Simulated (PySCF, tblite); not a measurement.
# C₅H₁₆BNSi: geometry, infrared bands and NMR shifts

Aim: predict the infrared bands and NMR shifts of C₅H₁₆BNSi (`[BH3-][NH2+][C@@]1(CCC)C[SiH2]1`).

The runs use tblite 0.8.0 and PySCF 2.14.0, with density-fitted response routines of our own; the level of theory stands in each step. All values are computed, except where a source is named. Atoms are numbered from 0 throughout.

**1. Starting geometry**

24 atoms, charge 0, multiplicity 1; geometry from: force field or distance geometry start.

Bonds of the start (Å): B0–N1 1.54, N1–C2 1.50, C2–C3 1.54, C3–C4 1.52, C4–C5 1.52, C2–C6 1.49, C6–Si7 1.90, Si7–C2 1.89, B0–H8 1.19, B0–H9 1.21, B0–H10 1.20, N1–H11 1.04, N1–H12 1.03, C3–H13 1.12, C3–H14 1.12, C4–H15 1.11, C4–H16 1.12, C5–H17 1.11, C5–H18 1.11, C5–H19 1.12, C6–H20 1.11, C6–H21 1.12, Si7–H22 1.46, Si7–H23 1.47.

**2. Relaxing the molecule with GFN2-xTB**

Job settings and geometry (Å):

```
{"job": {"kind": "relax", "xc": "GFN2-xTB", "basis": "xTB"}, "charge": 0, "multiplicity": 1}
B     -1.507100     1.908300    -0.647900
N     -1.094700     0.543000    -1.223200
C     -0.716300    -0.427100    -0.147600
C      0.474900    -0.083700     0.758100
C      1.767600     0.137500    -0.019400
C      2.957300     0.321100     0.903700
C     -1.872900    -1.130500     0.483300
Si    -0.855300    -2.238100    -0.672800
H     -0.558500     2.501100    -0.242200
H     -2.308300     1.772200     0.242000
H     -2.025300     2.558200    -1.511300
H     -1.885200     0.170700    -1.791700
H     -0.282000     0.673600    -1.845600
H      0.645100    -0.924500     1.484000
H      0.238400     0.822100     1.369100
H      1.960100    -0.728300    -0.680300
H      1.673300     1.055000    -0.649200
H      3.877900     0.495700     0.306200
H      3.114100    -0.587200     1.527800
H      2.803900     1.195100     1.581400
H     -2.882900    -0.866600     0.100300
H     -1.749000    -1.375100     1.564300
H     -1.658900    -2.535300    -1.858500
H     -0.128000    -3.237300     0.121400
```

Command:

```
OMP_NUM_THREADS=1 python probes_run.py task.json out
```

The driver reads the jobs from task.json and runs them one after another.

**Question.** This job is followed by: GFN2-xTB harmonic vibrations, gas phase; GIAO PBE0/pcSseg-1 NMR shielding, non-relativistic, gas phase. What will the session give for the following? strongest single infrared mode (GFN2-xTB); zero-point energy (GFN2-xTB); 13C shifts against TMS (PBE0/pcSseg-1); 1H shifts against TMS (PBE0/pcSseg-1, means over atoms taken as alike); 11B shifts against BF3·OEt2 (PBE0/pcSseg-1); 15N shifts against NH3 (PBE0/pcSseg-1); 29Si shifts against TMS (PBE0/pcSseg-1); surface potential, 1st and 99th percentile.

The runs gave:

| quantity | value |
| --- | --- |
| strongest single infrared mode (GFN2-xTB) | 1163 cm⁻¹, 419 km/mol |
| zero-point energy (GFN2-xTB) | 127.0 kcal/mol |
| 13C shifts against TMS (PBE0/pcSseg-1) | 44.7, 37.7, 26.8, 16.7, 11.1 ppm |
| 1H shifts against TMS (PBE0/pcSseg-1, means over atoms taken as alike) | 3.63, 3.15, 2.78, 2.62, 2.34, 1.89, 1.87, 1.21, 1.13, 1.04, 0.92, 0.42 ppm |
| 11B shifts against BF3·OEt2 (PBE0/pcSseg-1) | -28.2 ppm |
| 15N shifts against NH3 (PBE0/pcSseg-1) | 67.2 ppm |
| 29Si shifts against TMS (PBE0/pcSseg-1) | -131.5 ppm |
| surface potential, 1st and 99th percentile | -1.68 V and 2.12 V |

**Reading.** Over 35 steps the energy fell by 0.543 eV; of the close pairs, B0–N1 changed most, 1.538 to 1.658 Å. No mode is imaginary among the 66: a minimum at this level. The strongest single mode, at 1163 cm⁻¹, is spread over several atoms, H12, H9, H8, H11 among them. GFN2-xTB is a fitted tight-binding method: band positions and strengths are rough. Its intensities can rank the bands wrongly. At PBE0/pcSseg-1: The largest span, 272 ppm, is at Si7, where the paramagnetic term is -403 ppm. At PBE0/pcSseg-1, counted by nearest atom on the grid, the HOMO lies on C2 26 %; Si7 26 %, the LUMO on Si7 25 %; H22, H23 about 17 % each.
